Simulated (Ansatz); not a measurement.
# CRh+: energies up the ladder

Wanted for CRh+: energies up the ladder. Charge +1.

Computed with Ansatz 0.2.0 (the levels named in each step, unless a step's input says otherwise).

### Step 1. The system as given

Bond lengths: C1–Rh2 1.786 Å.

Structure file:

```xyz
2

C     0.0000    0.0000    0.0000
Rh    0.0000    0.0000    1.7858
```

### Step 2. A rough first relaxation, PBE-D4/def2-SVP

Input file input.yaml:

```yaml
crystal:
  periodic: [false, false, false]
  atoms:
    - { symbol: C, position_ang: [0.0, 0.0, 0.0] }
    - { symbol: Rh, position_ang: [0.0, 0.0, 1.78584] }
total_charge: 1
basis:
  gaussian: { orbitals: def2-SVP }
hamiltonian:
  xc: pbe
  dispersion: d4
relax:
  f_tol: 0.03
  max_steps: 200
```

Command:

```console
$ ansatz run input.yaml --threads 2 --pin off --max-ram 5120MiB --backend cpu --events-out ev --progress --plain --runs-dir out
```

Further steps of the session: Relaxation, PBE0-D4/def2-TZVPP; Frequencies, PBE0-D4/def2-TZVPP; Single point, PBE-D4/def2-TZVPP; Single point, r2SCAN-D4/def2-TZVPP; Single point, B3LYP-D4/def2-TZVPP; Single point, wB97M-V/def2-TZVPP; Single point, B2PLYP/def2-TZVPP; Single point, LDA/def2-TZVPP; Single point, PBE0-D4/def2-SVP; Single point, PBE-D4/def2-SVP.

What does the calculation give? Wanted: C1–Rh2 at PBE0-D4/def2-TZVPP; frequencies at PBE0-D4/def2-TZVPP; energy at PBE-D4/def2-SVP.

**Answer**, as computed:

```
                         quantity         value
     C1–Rh2 at PBE0-D4/def2-TZVPP       1.562 Å
frequencies at PBE0-D4/def2-TZVPP     1207 cm⁻¹
        energy at PBE-D4/def2-SVP  -4032.392 eV
```

In words: No mode is imaginary, so the geometry is a minimum. These totals serve in differences with atoms or fragments at the same level; alone they don't rank the methods. Heavy atoms carry effective core potentials in def2 sets, and spin-orbit coupling is left out.
